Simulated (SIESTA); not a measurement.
Sheet: Co, a sheet with vacuum.

```
CELL_PARAMETERS angstrom
2.34715 0.00000 0.00000
-1.17358 2.03269 0.00000
0.00000 0.00000 23.80000
ATOMIC_POSITIONS crystal
Co 0.00000 0.00000 0.29412
```

The cell was built by a generator and needn't be a form met in nature.

Base run:

```yaml
Program: SIESTA 5.4.2
Functional: PBE
Potentials_or_basis: PseudoDojo 0.4 standard (PBE files)
Basis: DZP (energy shift 0.003 Ry; two zetas on semicore shells)
Grid_cutoff: 800 Ry
Energy_shift: 0.003 Ry
k_mesh: 13 × 13 × 1
Occupations: fermi-dirac, width 0.05 eV
Spin: collinear spin, ferromagnetic start
Starting_moments: "[2.0] μB"
Hubbard_terms: Co d U = 8 eV
```

Its results: band gap on the k mesh none (metal or under the smearing width); net moment 2.14 μB per cell; site moments Co +2.14 μB.

Question: The run is repeated on the same cell with these changes: hubbard terms from Co d U = 8 eV to none. What comes out?

Answer: Band gap on the k mesh none (metal or under the smearing width); net moment 1.73 μB per cell; site moments Co +1.73 μB.

Caveats: the basis of atomic orbitals isn't converged, which shifts pressures, moduli and gaps; the U is typed as a test and isn't derived for this compound (some runs).
